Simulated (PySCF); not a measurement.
# CH₇Ge₂NO: NMR shifts, electronic excitations and K edges in gas and solvents

Aim: compute the NMR shifts, electronic excitations and K edges of CH₇Ge₂NO (`O=C[N]([GeH3])[GeH3]`), and see what a dielectric continuum does where one was used.

Programs: PySCF 2.14.0, with density-fitted response routines of our own. Each step states its level of theory. These are calculated values for one molecule, in the gas phase or a continuum, unless marked as measured. Atoms are numbered from 0 throughout.

## 1. The starting structure

12 atoms, charge 0, multiplicity 1; geometry from: GFN2-xTB.

Bonds of the start (Å): O0–C1 1.22, C1–N2 1.33, N2–Ge3 1.83, N2–Ge4 1.88, C1–H5 1.10, Ge3–H6 1.50, Ge3–H7 1.50, Ge3–H8 1.49, Ge4–H9 1.49, Ge4–H10 1.49, Ge4–H11 1.51.

## 2. Geometry optimisation at PBE0-D3(BJ)/def2-SVP

What the job is given:

```
{"job": {"xc": "PBE0", "basis": "def2-SVP", "d3": "d3bj", "grid": 1, "kind": "geom"}, "charge": 0, "multiplicity": 1}
O      0.897437     1.646043     1.420383
C     -0.116823     1.270601     0.865957
N     -0.109614     0.183298     0.095025
Ge    -1.569500    -0.490021    -0.781587
Ge     1.658696    -0.468733     0.122926
H     -1.078853     1.799723     0.967533
H     -1.800314    -1.881444    -0.284610
H     -1.265943    -0.500259    -2.246591
H     -2.707745     0.419824    -0.450186
H      2.546680     0.563383    -0.476505
H      1.997415    -0.868345     1.515990
H      1.549762    -1.674755    -0.774362
```

What it wrote:

```text
step   0  E = -4324.94676413  max force = 0.015016
step   1  E = -4324.95271675  max force = 0.004731
step   2  E = -4324.95293510  max force = 0.006958
step   3  E = -4324.95248626  max force = 0.012334
step   4  E = -4324.95319122  max force = 0.004468
step   5  E = -4324.95333010  max force = 0.000451
step   6  E = -4324.95333686  max force = 0.000283
optimisation converged
```

It took 3.1 min on 1 thread, shared host.

Relaxation path: (the energy doesn't fall at every step)

| step | energy from step 0 (eV) | largest force component (eV/Å) |
| --- | --- | --- |
| 0 | 0.0000 | 0.7722 |
| 1 | -0.1620 | 0.2433 |
| 2 | -0.1679 | 0.3578 |
| 3 | -0.1557 | 0.6342 |
| 4 | -0.1749 | 0.2298 |
| 5 | -0.1787 | 0.0232 |
| 6 | -0.1789 | 0.0146 |

Distances of close pairs at the start and the end, largest changes first:

| bond | before (Å) | after (Å) | change (Å) |
| --- | --- | --- | --- |
| Ge4–H9 | 1.488 | 1.532 | +0.044 |
| Ge4–H10 | 1.488 | 1.532 | +0.044 |
| Ge3–H8 | 1.494 | 1.536 | +0.042 |
| Ge3–H6 | 1.495 | 1.537 | +0.041 |
| Ge3–H7 | 1.496 | 1.537 | +0.041 |
| Ge4–H11 | 1.507 | 1.543 | +0.035 |
| N2–Ge3 | 1.831 | 1.862 | +0.031 |
| C1–N2 | 1.333 | 1.363 | +0.030 |

The end geometry stands in the next job.

| at the end point | value |
| --- | --- |
| point group (found at 0.08 Å tolerance) | Cs |
| rotational constants (GHz, main isotopes) | 2.957, 1.077, 0.806 |
| dipole moment (D) | 3.15 |

## 3. Shielding tensors: PBE0/pcSseg-1 in dimethylsulfoxide

What the job is given:

```
{"job": {"kind": "nmr", "xc": "PBE0", "basis": "pcSseg-1", "solvent": "dimethylsulfoxide", "pop": true}, "charge": 0, "multiplicity": 1}
O      0.838406     1.768279     1.766037
C     -0.118246     1.294863     1.189459
N     -0.047226     0.168390     0.426145
Ge    -1.515175    -0.546499    -0.468860
Ge     1.690985    -0.557509     0.387865
H     -1.130974     1.760968     1.247807
H     -1.760052    -1.976693     0.036885
H     -1.219944    -0.558047    -1.976888
H     -2.701030     0.372790    -0.139320
H      2.663239     0.446453    -0.238970
H      2.105649    -0.986007     1.798994
H      1.522876    -1.790626    -0.523480
```

With the program's defaults for keys left out, this is: GIAO PBE0/pcSseg-1 NMR shielding, non-relativistic, IEF-PCM dimethylsulfoxide.

What it wrote:

```text
coarse grid: 47616 points
cycle   1  E = -4324.9648433538  dE = -8.733e-01  |g| = 1.403e+00  |ddm| = 3.333e+00
cycle   2  E = -4324.6107923724  dE =  3.541e-01  |g| = 1.889e+00  |ddm| = 1.853e+00
cycle   3  E = -4325.1074705860  dE = -4.967e-01  |g| = 4.773e-01  |ddm| = 1.476e+00
cycle   4  E = -4325.1454520358  dE = -3.798e-02  |g| = 1.161e-01  |ddm| = 3.149e-01
cycle   5  E = -4325.1469597652  dE = -1.508e-03  |g| = 5.494e-02  |ddm| = 9.738e-02
cycle   6  E = -4325.1475783723  dE = -6.186e-04  |g| = 8.040e-03  |ddm| = 4.091e-02
cycle   7  E = -4325.1475886893  dE = -1.032e-05  |g| = 1.417e-03  |ddm| = 6.536e-03
cycle   8  E = -4325.1475890998  dE = -4.105e-07  |g| = 4.543e-04  |ddm| = 1.304e-03
final grid: 97088 points
cycle   9  E = -4325.1475822465  dE =  1.091e-08  |g| = 6.439e-04  |ddm| = 1.181e-03
cycle  10  E = -4325.1475820862  dE =  1.603e-07  |g| = 1.129e-03  |ddm| = 1.206e-03
cycle  11  E = -4325.1475823256  dE = -2.394e-07  |g| = 1.563e-04  |ddm| = 7.808e-04
cycle  12  E = -4325.1475823310  dE = -5.408e-09  |g| = 9.394e-06  |ddm| = 1.139e-04
cycle  13  E = -4325.1475823311  dE = -5.093e-11  |g| = 4.693e-06  |ddm| = 8.024e-06
converged SCF energy = -4325.1475823311

GIAO shielding tensors (ppm)
atom      isotropic    diamagn.    paramagn.     s11        s22        s33       span
  0 O      -87.800     403.322    -491.122   -321.000   -211.907    269.506    590.506
  1 C        8.825     246.048    -237.223    -72.034     14.658     83.852    155.886
  2 N      145.309     338.935    -193.625     27.733    175.462    232.733    204.999
  3 Ge    1476.741    2756.319   -1279.577   1377.968   1429.430   1622.825    244.856
  4 Ge    1503.816    2756.790   -1252.974   1399.282   1484.546   1627.620    228.338
  5 H       23.002      28.308      -5.306     17.986     23.752     27.269      9.283
  6 H       26.452      28.387      -1.935     19.689     22.483     37.185     17.496
  7 H       26.457      28.669      -2.212     19.690     22.485     37.197     17.507
  8 H       26.212      28.360      -2.148     20.035     21.926     36.675     16.640
  9 H       26.444      28.817      -2.374     20.135     21.581     37.616     17.481
 10 H       26.464      28.524      -2.060     20.151     21.588     37.651     17.499
 11 H       26.858      29.231      -2.374     19.914     24.141     36.518     16.605
```

It took 62 s on 1 thread, shared host.

The references, computed at this level on geometries of the same kind, shield at (ppm): 1H TMS 31.24, 13C TMS 185.5, 15N NH3 268.5, 17O H2O 343.1, 73Ge GeMe4 1329. Their shielding less the atom's gives the shift. The references are single molecules in the same continuum, so shifts against H2O, NH3, PH3, H3PO4 or CFCl3 are not on the usual liquid scales and can be off by tens of ppm. Atoms listed in one row are averaged.

| atoms | environment | σ (ppm) | δ (ppm) |
| --- | --- | --- | --- |
| C1 | amide carbonyl carbon | 8.8 | 176.7 |
| H5 | hydrogen on an amide carbonyl carbon | 23.00 | 8.24 |
| H6, H7, H8, H9, H10, H11 | hydrogen on a germanium bonded to N | 26.48 | 4.76 |
| O0 | amide-type carbonyl oxygen | -87.8 | 430.9 |
| N2 | amide-type nitrogen | 145.3 | 123.2 |
| Ge3, Ge4 | germanium bonded to N, 3 H | 1490 | -161 |

Charges from the same density, by scheme (e):

| atoms | Mulliken | IAO | Hirshfeld | ESP fit |
| --- | --- | --- | --- | --- |
| O0 | -0.50 | -0.53 | -0.32 | -0.59 |
| C1 | 0.47 | 0.31 | 0.12 | 0.48 |
| N2 | -1.05 | -0.63 | -0.23 | -0.35 |
| Ge3, Ge4 | 0.46 | 0.60 | 0.36 | 0.29 |

Mayer bond orders: O0–C1 1.81, C1–N2 1.18, N2–Ge3 0.70, N2–Ge4 0.68.

## 4. TDDFT and polarisability: CAM-B3LYP/def2-SVPD

Same as in step 3 but for these lines:

```diff
@@ -1,2 +1,2 @@
-{"job": {"kind": "nmr", "xc": "PBE0", "basis": "pcSseg-1", "solvent": "dimethylsulfoxide", "pop": true}, "charge": 0, "multiplicity": 1}
+{"job": {"kind": "uv", "xc": "CAM-B3LYP", "basis": "def2-SVPD", "dynamic": true, "nstates": 6, "ntriplets": 0}, "charge": 0, "multiplicity": 1}
 O      0.838406     1.768279     1.766037
```

Method: TDDFT CAM-B3LYP/def2-SVPD, vertical, gas phase, core orbitals frozen in the response.

What it wrote:

```text
coarse grid: 47616 points
cycle   1  E = -4325.6744375835  dE = -7.382e-01  |g| = 9.737e-01  |ddm| = 4.184e+00
cycle   2  E = -4325.4010938782  dE =  2.733e-01  |g| = 1.564e+00  |ddm| = 2.212e+00
cycle   3  E = -4325.8327711569  dE = -4.317e-01  |g| = 2.313e-01  |ddm| = 1.479e+00
cycle   4  E = -4325.8409917824  dE = -8.221e-03  |g| = 6.653e-02  |ddm| = 2.664e-01
cycle   5  E = -4325.8417575878  dE = -7.658e-04  |g| = 2.346e-02  |ddm| = 8.544e-02
cycle   6  E = -4325.8418646031  dE = -1.070e-04  |g| = 4.731e-03  |ddm| = 2.655e-02
cycle   7  E = -4325.8418715947  dE = -6.992e-06  |g| = 1.121e-03  |ddm| = 9.253e-03
final grid: 97088 points
cycle   8  E = -4325.8418167817  dE = -3.762e-07  |g| = 1.157e-03  |ddm| = 4.671e-03
cycle   9  E = -4325.8418163776  dE =  4.041e-07  |g| = 1.990e-03  |ddm| = 2.374e-03
cycle  10  E = -4325.8418171186  dE = -7.410e-07  |g| = 1.318e-04  |ddm| = 1.547e-03
cycle  11  E = -4325.8418171256  dE = -7.010e-09  |g| = 7.541e-05  |ddm| = 2.592e-04
cycle  12  E = -4325.8418171283  dE = -2.708e-09  |g| = 1.980e-05  |ddm| = 2.570e-04
cycle  13  E = -4325.8418171284  dE = -9.641e-11  |g| = 5.911e-06  |ddm| = 3.412e-05
converged SCF energy = -4325.8418171284

Static polarisability (au): isotropic 83.768, principal 68.837 86.818 95.650

Singlet excitations
state   eV       nm        f      main configurations
  1   5.6268    220.3   0.00040   H-1->L+3 0.78, H-1->L+6 0.17
  2   6.6621    186.1   0.00004   H->L+1 0.85, H->L 0.08
  3   6.8831    180.1   0.04747   H->L+3 0.66, H-1->L+1 0.21
  4   7.0885    174.9   0.04154   H->L 0.86
  5   7.3392    168.9   0.03166   H-1->L 0.68, H-1->L+1 0.12
  6   7.4995    165.3   0.00289   H->L+2 0.73, H->L+5 0.11
```

It took 96 s on 1 thread, shared host.

The orbitals next to the gap, with their largest atomic shares:

| orbital | eV | atoms |
| --- | --- | --- |
| HOMO−3 | -11.26 | Ge4 37 %, H10 22 %, H9 21 % |
| HOMO−2 | -11.04 | Ge4 32 %, H11 21 %, Ge3 10 % |
| HOMO−1 | -9.21 | O0 67 %, C1 13 %, N2 7 % |
| HOMO | -9.14 | N2 43 %, O0 24 %, C1 8 % |
| LUMO | 0.57 | Ge3 37 %, Ge4 21 %, H8 8 % |
| LUMO+1 | 0.72 | Ge3 33 %, Ge4 14 %, N2 10 % |
| LUMO+2 | 1.12 | Ge4 32 %, Ge3 22 %, H10 9 % |

With each of the 6 states as a Gaussian band of 0.4 eV half-width at 1/e, the curve within the window shown has maxima at 176 nm (ε 4,100) L/(mol cm). Beyond the last state computed it falls off for lack of states. The curve at chosen wavelengths:

```tsv
nm	ε (L/mol/cm)
159	489
162	1060
166	2165
169	3049
173	3900
176	4073
180	3609
183	2888
187	1808
190	1126
194	513
197	257
201	91
204	41
208	18
211	15
215	15
218	16
222	16
225	15
229	12
232	10
236	7
239	5
243	3
246	2
```

Further results of this job:

| property | computed |
| --- | --- |
| dipole moment (D) | 3.49 |
| polarisability (Å³) | 12.41 |
| HOMO–LUMO gap (eV) | 9.72 |
| −ε(HOMO) (eV) | 9.14 |
| C6 with itself (au) | 2530 |

## 5. Excited states and response: CAM-B3LYP/def2-SVPD in dimethylsulfoxide

Same as in step 4 but for these lines:

```diff
@@ -1,2 +1,2 @@
-{"job": {"kind": "uv", "xc": "CAM-B3LYP", "basis": "def2-SVPD", "dynamic": true, "nstates": 6, "ntriplets": 0}, "charge": 0, "multiplicity": 1}
+{"job": {"kind": "uv", "xc": "CAM-B3LYP", "basis": "def2-SVPD", "solvent": "dimethylsulfoxide", "nstates": 6, "ntriplets": 0}, "charge": 0, "multiplicity": 1}
 O      0.838406     1.768279     1.766037
```

Method: TDDFT CAM-B3LYP/def2-SVPD, vertical, IEF-PCM dimethylsulfoxide (non-equilibrium linear response), core orbitals frozen in the response.

What it wrote:

```text
coarse grid: 47616 points
cycle   1  E = -4325.6987341934  dE = -7.620e-01  |g| = 9.486e-01  |ddm| = 4.186e+00
cycle   2  E = -4325.5335042041  dE =  1.652e-01  |g| = 1.365e+00  |ddm| = 2.036e+00
cycle   3  E = -4325.8453040200  dE = -3.118e-01  |g| = 1.796e-01  |ddm| = 1.289e+00
cycle   4  E = -4325.8501992877  dE = -4.895e-03  |g| = 5.178e-02  |ddm| = 2.089e-01
cycle   5  E = -4325.8506565197  dE = -4.572e-04  |g| = 1.805e-02  |ddm| = 7.016e-02
cycle   6  E = -4325.8507191255  dE = -6.261e-05  |g| = 3.631e-03  |ddm| = 2.094e-02
cycle   7  E = -4325.8507229365  dE = -3.811e-06  |g| = 7.986e-04  |ddm| = 6.700e-03
final grid: 97088 points
cycle   8  E = -4325.8506687149  dE = -2.088e-07  |g| = 8.029e-04  |ddm| = 3.844e-03
cycle   9  E = -4325.8506685566  dE =  1.583e-07  |g| = 1.323e-03  |ddm| = 1.641e-03
cycle  10  E = -4325.8506688817  dE = -3.251e-07  |g| = 8.547e-05  |ddm| = 1.033e-03
cycle  11  E = -4325.8506688851  dE = -3.441e-09  |g| = 5.516e-05  |ddm| = 1.915e-04
cycle  12  E = -4325.8506688865  dE = -1.377e-09  |g| = 1.547e-05  |ddm| = 1.695e-04
cycle  13  E = -4325.8506688866  dE = -5.912e-11  |g| = 4.670e-06  |ddm| = 2.478e-05
converged SCF energy = -4325.8506688866

Static polarisability (au): isotropic 113.470, principal 96.653 116.530 127.228

Singlet excitations
state   eV       nm        f      main configurations
  1   5.8307    212.6   0.00039   H-1->L+2 0.90
  2   6.8868    180.0   0.00403   H->L+1 0.80, H->L 0.13
  3   6.9061    179.5   0.15867   H->L+2 0.85
  4   7.2727    170.5   0.07083   H->L 0.82, H->L+1 0.10
  5   7.5965    163.2   0.06474   H-1->L 0.60, H-1->L+1 0.17, H-1->L+7 0.14
  6   7.6967    161.1   0.01338   H->L+3 0.78, H->L+5 0.09
```

It took 83 s on 1 thread, shared host.

In short: HOMO -9.11 eV, LUMO 0.85 eV; lowest singlet 5.83 eV.

## 6. Core excitations: BHandHLYP/def2-SVPD+aug-pcX-1+pcseg-1

Same as in step 5 but for these lines:

```diff
@@ -1,2 +1,2 @@
-{"job": {"kind": "uv", "xc": "CAM-B3LYP", "basis": "def2-SVPD", "solvent": "dimethylsulfoxide", "nstates": 6, "ntriplets": 0}, "charge": 0, "multiplicity": 1}
+{"job": {"kind": "xas", "xc": "BHandHLYP", "basis": {"default": "aug-pcX-1", "H": "pcseg-1", "Ge": "def2-SVPD"}}, "charge": 0, "multiplicity": 1}
 O      0.838406     1.768279     1.766037
```

With the program's defaults for keys left out, this is: core-valence-separated TDA BHandHLYP/aug-pcX-1 H:pcseg-1 Ge:def2-SVPD, K edges, non-relativistic, gas phase.

What it wrote:

```text
coarse grid: 47616 points
cycle   1  E = -4325.4928694235  dE = -7.530e-01  |g| = 8.594e-01  |ddm| = 3.832e+00
cycle   2  E = -4325.3233608211  dE =  1.695e-01  |g| = 1.307e+00  |ddm| = 1.616e+00
cycle   3  E = -4325.6250079857  dE = -3.016e-01  |g| = 1.661e-01  |ddm| = 1.038e+00
cycle   4  E = -4325.6291059707  dE = -4.098e-03  |g| = 6.522e-02  |ddm| = 1.831e-01
cycle   5  E = -4325.6298465382  dE = -7.406e-04  |g| = 1.712e-02  |ddm| = 6.553e-02
cycle   6  E = -4325.6299021885  dE = -5.565e-05  |g| = 4.325e-03  |ddm| = 1.910e-02
cycle   7  E = -4325.6299080584  dE = -5.870e-06  |g| = 1.006e-03  |ddm| = 6.915e-03
final grid: 97088 points
cycle   8  E = -4325.6298713459  dE = -4.043e-07  |g| = 8.588e-04  |ddm| = 3.302e-03
cycle   9  E = -4325.6298712137  dE =  1.321e-07  |g| = 1.394e-03  |ddm| = 1.531e-03
cycle  10  E = -4325.6298715592  dE = -3.454e-07  |g| = 1.091e-04  |ddm| = 9.479e-04
cycle  11  E = -4325.6298715655  dE = -6.366e-09  |g| = 7.372e-05  |ddm| = 2.222e-04
cycle  12  E = -4325.6298715676  dE = -2.053e-09  |g| = 1.548e-05  |ddm| = 1.622e-04
cycle  13  E = -4325.6298715677  dE = -5.821e-11  |g| = 3.728e-06  |ddm| = 1.822e-05
converged SCF energy = -4325.6298715677

C K edge
   eV          f      from atoms
  284.593   0.08351   C1
  288.573   0.02294   C1
  289.228   0.00221   C1
  289.764   0.00280   C1
  289.910   0.00538   C1
  290.036   0.00025   C1
  290.366   0.00445   C1
  290.579   0.00050   C1

N K edge
   eV          f      from atoms
  399.259   0.02513   N2
  399.523   0.01506   N2
  400.156   0.04213   N2
  401.100   0.00031   N2
  401.641   0.00087   N2
  401.840   0.00392   N2
  401.993   0.00279   N2
  401.999   0.00704   N2

O K edge
   eV          f      from atoms
  529.431   0.04282   O0
  533.040   0.00468   O0
  533.408   0.00192   O0
  533.864   0.00067   O0
  533.994   0.00028   O0
  534.316   0.00192   O0
  534.327   0.00001   O0
  534.560   0.00429   O0
```

It took 53 s on 1 thread, shared host.

## 7. Comparing the runs: electronic excitations

Excitations and ground-state properties, with basis size and wall time:

| run | lowest singlet (eV) | brightest (eV) | f | gap (eV) | α (Å³) | μ (D) | functions | time |
| --- | --- | --- | --- | --- | --- | --- | --- | --- |
| CAM-B3LYP/def2-SVPD | 5.63 | 6.88 | 0.047 | 9.72 | 12.41 | 3.49 | 195 | 96 s |
| CAM-B3LYP/def2-SVPD in dimethylsulfoxide | 5.83 | 6.91 | 0.159 | 9.97 | 16.81 | 4.74 | 195 | 83 s |

## 8. Summary of results

```
                                                                                     quantity                                                  value
                                                                                  point group                                                     Cs
                                                         rotational constants (main isotopes)                                   2.96, 1.08, 0.81 GHz
                                    13C shifts against TMS (PBE0/pcSseg-1, dimethylsulfoxide)                                              176.7 ppm
    1H shifts against TMS (PBE0/pcSseg-1, dimethylsulfoxide, means over atoms taken as alike)                                         8.24, 4.76 ppm
                                    17O shifts against H2O (PBE0/pcSseg-1, dimethylsulfoxide)                                              430.9 ppm
                                    15N shifts against NH3 (PBE0/pcSseg-1, dimethylsulfoxide)                                              123.2 ppm
73Ge shifts against GeMe4 (PBE0/pcSseg-1, dimethylsulfoxide, means over atoms taken as alike)                                               -161 ppm
                                                         lowest singlet (CAM-B3LYP/def2-SVPD)                            5.63 eV (220 nm), f = 0.000
                                                     brightest single state of those computed                            state 3, 6.88 eV, f = 0.047
                                                                                     C K edge  first line 284.59 eV, strongest 284.59 eV (f = 0.084)
                                                                                     N K edge  first line 399.26 eV, strongest 400.16 eV (f = 0.042)
                                                                                     O K edge  first line 529.43 eV, strongest 529.43 eV (f = 0.043)
                                                                  range of the lowest singlet                                        5.63 to 5.83 eV
```

In words: Over 6 steps the energy fell by 0.179 eV; of the close pairs, Ge4–H9 changed most, 1.488 to 1.532 Å. At PBE0/pcSseg-1: The largest span, 591 ppm, is at O0, where the paramagnetic term is -491 ppm. The first singlet state (HOMO−1→LUMO+3 0.78, HOMO−1→LUMO+6 0.17) lies at 5.63 eV and is dark; of the 6 states computed, the strongest absorption comes from state 3 at 6.88 eV. At the C edge the strongest single line lifts a 1s electron of C1 into several orbitals, led by LUMO+2 (weight 0.46), and it is the first line. At the N edge the strongest single line lifts a 1s electron of N2 into several orbitals, led by LUMO+3 (weight 0.48), 0.9 eV above the first line. At the O edge the strongest single line lifts a 1s electron of O0 into several orbitals, led by LUMO+2 (weight 0.56), and it is the first line. Absolute edge energies from this method are off by several eV; spacings are better. The lowest singlet runs from 5.63 eV (CAM-B3LYP/def2-SVPD) to 5.83 eV (CAM-B3LYP/def2-SVPD in dimethylsulfoxide), while the orbital gap spans 9.72 to 9.97 eV. The lowest state need not be the same one in every run. Spin-orbit coupling is left out, which matters for shieldings and couplings at and beside the heavy atoms.
